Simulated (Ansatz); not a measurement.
# Cr: a surface, (100), 5 layers

What do the surfaces of Cr (100), 5 layers cost, and how tightly do they hold an electron? Methods of the runs shown: LAPW, norm-conserving and crystal datasets. Companion runs by PAW are cited. Its runs: bulk in the slab's orientation (LAPW); the reference run (LAPW, norm-conserving and crystal datasets); atoms relaxed (LAPW); no images along the normal (LAPW).

Computed with Ansatz 0.2.0 (DFT PBE, with the methods named in each step, unless a step's input says otherwise).

## 1. The starting structure

Symmetry: Im-3m, No. 229, cubic system. The conventional cell has a = 2.849 Å, b = 2.849 Å, c = 2.849 Å, α = 90.00°, β = 90.00°, γ = 90.00°. Cr (site symmetry m-3m) has 8 Cr at 2.47 Å as nearest neighbours.

As a file:

```xyz
2
Lattice="2.8486 0.0000 0.0000 0.0000 2.8486 0.0000 0.0000 0.0000 2.8486" Properties=species:S:1:pos:R:3 pbc="T T T"
Cr    0.0000    0.0000    0.0000
Cr    1.4243    1.4243    1.4243
```

Atoms are numbered in the order of the input: Cr1, Cr2.

## 2. Bulk in the slab's orientation, LAPW

Input file input.yaml:

```yaml
crystal:
  lattice:
    - [2.8486260768, 0.0, 0.0]
    - [0.0, 2.8486260768, 0.0]
    - [0.0, 0.0, 2.8486260768]
  atoms:
    - { symbol: Cr, position: [0.0, 0.0, 0.0], spin: 2.0 }
    - { symbol: Cr, position: [0.5, 0.5, 0.5], spin: 2.0 }
magnetization:
  spin_polarized: true
kpoints:
  mp_grid: { grid: [14, 14, 14] }
scf:
  occupations: { method: fermi_dirac, width: 0.1 }
hamiltonian:
  xc: pbe
  pseudopotentials: { kind: all_electron, lapw: { basis_error: 0.001 } }
output:
  forces: true
  stress: true
  eigenvalues: true
```

Started as:

```bash
> ansatz run input.yaml --threads 3 --pin off --max-ram 9216MiB --backend cpu --events-out ev --progress --plain --runs-dir out
```

Further steps of the session: Slab as cut, LAPW; Atoms relaxed, LAPW; Slab as cut, norm-conserving; Slab as cut, crystal datasets; No images along the normal, LAPW.

Before running it: what results should come out? Wanted: surface energy; work function; outer layer spacing (for each run or level that gives them).

As calculated:

```
                                 quantity          value
           surface energy (LAPW, relaxed)      3.16 J/m²
            work function (LAPW, relaxed)        3.70 eV
               outer layer spacing (LAPW)  1.42 → 1.36 Å
 work function (norm-conserving, relaxed)        3.70 eV
work function (crystal datasets, relaxed)        3.70 eV
            surface energy (PAW, relaxed)      3.16 J/m²
             work function (PAW, relaxed)        3.70 eV
                outer layer spacing (PAW)  1.42 → 1.36 Å
```

By LAPW the surface costs 3.20 J/m² as cut and 3.16 J/m² relaxed. The outermost spacing changes by -4.5 % (LAPW). The outermost spacing changes by -4.5 % (PAW). Thickness wasn't converged, and no reconstruction was sought. The magnetic state is the one reached from the start moments in this cell; it needn't be the ground state.
